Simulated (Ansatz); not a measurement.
# CHFGa (quartet): from Hartree-Fock to the top rungs, cc-pVDZ

One table from this session's results is given with a row withheld; the runs are named, their logs left out.

Method: cc-pVDZ, core rule «outside noble gas», up to 16 orbitals frozen; program: Ansatz 0.2.0, Gaussian basis.

Plan: UHF; CCSD(T) on ROHF; CCSD(T) on UHF; BCCD(T) on ROHF; CISD; CCSDT(Q) on ROHF; CCSDT(Q) on UHF.

27 further runs of the same task are left out: 15 that didn't finish, 12 set aside as unsound or not needed.

## The geometry

The geometry is a PBE0/def2-TZVP stationary point (not a proven minimum). No spin-orbit coupling is included. The filled d shell of Ga may be among the frozen orbitals whatever the setting's name suggests; the logs give the count.

4 atoms, charge 0, spin multiplicity 4.

Atoms are counted from 1 here; the program's logs count them from 0.

Bond lengths: F1–C2 1.327 Å, C2–Ga3 1.961 Å, C2–H4 1.089 Å. Angles: F1–C2–Ga3 122.0°, F1–C2–H4 112.6°, Ga3–C2–H4 125.4°.

The first run:

The input, in.yaml:

```yaml
crystal:
  periodic: [false, false, false]
  atoms:
    - {symbol: F, position_ang: [0.000000, -0.336661, 2.093920]}
    - {symbol: C, position_ang: [0.000000, 0.539280, 1.097638]}
    - {symbol: Ga, position_ang: [0.000000, -0.023872, -0.780573]}
    - {symbol: H, position_ang: [0.000000, 1.570868, 1.447830]}
basis:
  gaussian: {orbitals: cc-pVDZ}
magnetization: {spin_polarized: true, initial_magnetization: 3}
hamiltonian: {xc: hf}
output: {orbitals: {seedname: orbitals}}
```

Started as:

```console
ansatz run in.yaml --threads 1 --pin off --events-out ev --progress --plain --max-ram 2393MiB
```

Steps of the session up to this table: UHF; CCSD(T) on ROHF; CCSD(T) on UHF; BCCD(T) on ROHF; CISD; CCSDT(Q) on ROHF; CCSDT(Q) on UHF.

One table of the session follows, with a row left open; its other results are not shown here.

```
   method  from RCCSDT(Q) (meV)
     ROHF                     ?
      UHF               +9744.3
     RMP2                +932.3
     UMP2                +946.3
    RCCSD                +301.3
    UCCSD                +277.6
 RCCSD(T)                 +48.4
 UCCSD(T)                 +32.7
  BCCD(T)                 +47.4
   RCCSDT                 +19.4
   UCCSDT                  +1.3
RCCSDT(Q)                     0
UCCSDT(Q)                 -21.3
```

Q: Estimate the row for ROHF from the others.

As computed: from RCCSDT(Q) (meV): +9919.8. In the column «from RCCSDT(Q) (meV)» it is the highest.

Not comparable, so not listed: CISD (they don't share determinant, frozen orbitals or solution with the rows shown, or repeat one).

Caveats from the session: Restricted and unrestricted rows rest on different reference determinants; where their highest levels disagree by more than a few hundredths of an eV, they describe different states and don't form one ladder.
